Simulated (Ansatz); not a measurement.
**KBr: a single-point run**

Aim: a sound single-point run of KBr. The structure is shown as the input types it.

Computed with Ansatz 0.2.0 (density functional or hybrid calculation with the settings of its input, plane waves (as first typed), unless a step's input says otherwise).

## (1) The structure to begin with

It takes space group Fm-3m (No. 225, cubic). Conventional cell: a = 6.604 Å, b = 6.604 Å, c = 6.604 Å, α = 90.00°, β = 90.00°, γ = 90.00°. K (site symmetry m-3m) has 6 Br at 3.30 Å as nearest neighbours. Br (site symmetry m-3m) is surrounded by 6 K at 3.30 Å.

Coordinates:

```xyz
2
Lattice="0.0000 3.3022 3.3022 3.3022 0.0000 3.3022 3.3022 3.3022 0.0000" Properties=species:S:1:pos:R:3 pbc="T T T"
K     0.0000    0.0000    0.0000
Br    3.3022    3.3022    3.3022
```

## (2) Running it

input.yaml reads:

```yaml
crystal:
  lattice:
    - [0.0, 3.3022478341, 3.3022478341]
    - [3.3022478341, 0.0, 3.3022478341]
    - [3.3022478341, 3.3022478341, 0.0]
  atoms:
    - { symbol: K, position: [0.0, 0.0, 0.0] }
    - { symbol: Br, position: [0.5, 0.5, 0.5] }
kpoints:
  mp_grid: { grid: [4, 4, 4] }
hamiltonian:
  xc: pbe
scf:
  occupations: { method: fixed }
  n_extra_bands: 4
  max_iter: 97
output:
  forces: true
  stress: true
  eigenvalues: true
basis:
  ecutwfc: 120
```

Command:

```console
$ ansatz run input.yaml --threads 4 --pin off --max-ram 3686MiB --backend cpu --events-out ev --progress --plain --runs-dir out
```

**Question.** How will this run end, and is anything wrong with its input?

The program finished normally, with warnings (cutoff below recommended). Its log warns: «basis.ecutwfc = 120 eV is below the records' recommended 420 eV ...»

Look at the input: basis.ecutwfc is 120. With so few plane waves the basis is incomplete by a wide margin. The potentials' recommended cutoff is 420 eV.

The test: delete basis.ecutwfc (the default then holds).
